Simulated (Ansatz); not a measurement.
# CH₆AlNSi: basis-set convergence

Aim: see how fast density functionals converge with the basis set for CH₆AlNSi.

The runs use Ansatz 0.2.0, Gaussian basis; one geometry, several basis sets.

Plan: PBE0-D4/def2-SVP; ωB97M-V/def2-SVP; PBE0-D4/def2-QZVPP; ωB97M-V/def2-QZVPP; the functionals' def2-TZVPP values are taken from earlier runs.

## (1) Structure used throughout

All runs share one geometry, relaxed beforehand with PBE0-D4 in a triple-zeta def2 set.

SMILES `[AlH2]/[N]=C\[SiH3]`, 10 atoms, charge 0, spin multiplicity 1.

Atoms are counted from 1 here; the program's logs count them from 0.

Bond lengths: Al1–N2 1.750 Å, Al1–H5 1.579 Å, Al1–H6 1.579 Å, N2–C3 1.249 Å, C3–Si4 1.903 Å, C3–H7 1.107 Å, Si4–H8 1.488 Å, Si4–H9 1.488 Å, Si4–H10 1.483 Å. Angles: N2–Al1–H5 116.9°, N2–Al1–H6 116.9°, H5–Al1–H6 126.1°, Al1–N2–C3 177.0°, N2–C3–Si4 123.0°, N2–C3–H7 119.8°, Si4–C3–H7 117.2°, C3–Si4–H8 109.4°, C3–Si4–H9 109.4°, C3–Si4–H10 108.7°, H8–Si4–H9 108.0°, H8–Si4–H10 110.6°, H9–Si4–H10 110.6°.

## (2) PBE0-D4 in def2-SVP

in.yaml

```yaml
crystal:
  periodic: [false, false, false]
  atoms:
    - {symbol: Al, position_ang: [-0.801121, 2.183465, -0.771802]}
    - {symbol: N, position_ang: [-0.589944, 0.458631, -0.561592]}
    - {symbol: C, position_ang: [-0.390935, -0.758916, -0.367941]}
    - {symbol: Si, position_ang: [0.911583, -1.414691, 0.854879]}
    - {symbol: H, position_ang: [0.069193, 2.879539, -1.890826]}
    - {symbol: H, position_ang: [-1.855451, 2.894711, 0.164531]}
    - {symbol: H, position_ang: [-0.988007, -1.509202, -0.921944]}
    - {symbol: H, position_ang: [0.242906, -2.252899, 1.887020]}
    - {symbol: H, position_ang: [1.886527, -2.271511, 0.126633]}
    - {symbol: H, position_ang: [1.598249, -0.260426, 1.483942]}
basis:
  gaussian: {orbitals: def2-SVP}
hamiltonian: {xc: pbe0, dispersion: d4}
output: {orbitals: {seedname: orbitals}}
```

After this run come: ωB97M-V in def2-SVP; PBE0-D4 in def2-QZVPP; ωB97M-V in def2-QZVPP.

**Question.** What will the summary of the whole plan be? Wanted: PBE0-D4: double and triple zeta above quadruple; ωB97M-V: double and triple zeta above quadruple.

**Answer**, as computed:

```
                                       quantity          value
PBE0-D4: double and triple zeta above quadruple  8.61, 0.62 eV
ωB97M-V: double and triple zeta above quadruple  8.73, 0.58 eV
```

PBE0-D4 gains 7.99 eV from double to triple zeta, then 0.62 eV more. These are total energies; as a rule much of such shifts cancels in differences, which this series doesn't test. The LUMO of ωB97M-V is positive and keeps falling with the basis (1.01 to 0.50 eV): an unbound level that the basis holds in place.
